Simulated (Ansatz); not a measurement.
# Na (sc type): how the settings move a single-point run

How sensitive is a single-point run of Na (sc type) to its settings? A reference run comes first, then two runs with altered input.

Program: Ansatz 0.2.0. Level of theory: reference: DFT, LDA, PAW with Ansatz's default frozen-core files, scalar-relativistic. These are calculated values, not measurements.

### 1 Starting point

It takes space group Pm-3m (No. 221, cubic). Conventional cell: a = 3.156 Å, b = 3.156 Å, c = 3.156 Å, α = 90.00°, β = 90.00°, γ = 90.00°. Around Na (site symmetry m-3m) lie 6 Na at 3.16 Å.

Coordinates:

```
Na
1.0
     3.15590    0.00000    0.00000
     0.00000    3.15590    0.00000
     0.00000    0.00000    3.15590
Na
1
Direct
  0.00000 0.00000 0.00000
```

### 2 Baseline

Contents of input.yaml:

```yaml
crystal:
  lattice:
    - [3.1558996988, 0.0, 0.0]
    - [0.0, 3.1558996988, 0.0]
    - [0.0, 0.0, 3.1558996988]
  atoms:
    - { symbol: Na, position: [0.0, 0.0, 0.0] }
kpoints:
  mp_grid: { grid: [12, 12, 12] }
scf:
  occupations: { method: fermi_dirac, width: 0.05 }
hamiltonian:
  xc: lda
  pseudopotentials: { kind: paw }
output:
  forces: true
  stress: true
  eigenvalues: true
  populations: true
  write_density: true
  write_potential: true
  elf: true
  volumetric_format: npy
```

Started as:

```sh
> ansatz run input.yaml --threads 1 --pin off --max-ram 2048MiB --backend cpu --events-out ev --progress --plain --runs-dir out
```

### 3 Changed: dr2_threshold 1.0e-11

Edit input.yaml of step 2 so:

```diff
@@ -11,2 +11,3 @@
   occupations: { method: fermi_dirac, width: 0.05 }
+  convergence: { dr2_threshold: 1.0e-11 }
 hamiltonian:
```

### 4 Changed: eigensolver.kind davidson, preconditioner ldos, dispersion d3bj

Edit input.yaml of step 2 so:

```diff
@@ -11,2 +11,4 @@
   occupations: { method: fermi_dirac, width: 0.05 }
+  eigensolver: { kind: davidson }
+  mixing: { preconditioner: ldos }
 hamiltonian:
@@ -14,2 +16,3 @@
   pseudopotentials: { kind: paw }
+  dispersion: d3bj
 output:
```

What does the calculation give? Wanted: for each run, ending; energy change; pressure; gap; force.

**Answer**, as computed:

```csv
run,ending,energy change,pressure (GPa),gap (eV),force (eV/Å),cycles,time
reference,converged,0,1.2,0.00,0.00,6,1.8 s
1: dr2_threshold 1.0e-11,converged,0.0 meV/atom,1.2,0.00,0.00,6,1.8 s
"2: eigensolver.kind davidson, preconditioner ldos, dispersion d3bj",converged,-183.2 meV/atom (offset of the dispersion model),0.2,0.00,0.00,6,1.9 s
```

Residual by cycle in the longest SCF loop of each run; runs are numbered as in the table. The quantity is the density residual dr2, in eV.

```csv
cycle,reference,run 1,run 2
1,0.00467,0.00467,0.00485
2,5.2e-4,5.2e-4,0.00298
3,3.0e-5,3.0e-5,3.0e-5
4,1.4e-7,1.4e-7,2.1e-7
5,2.4e-10,2.4e-10,4.2e-9
6,3.2e-12,3.2e-12,7.1e-11
```

What this shows: «dr2_threshold 1.0e-11» leaves the energy as it was. The pressure spans 0.2 to 1.2 GPa over the reference and the converged variants.
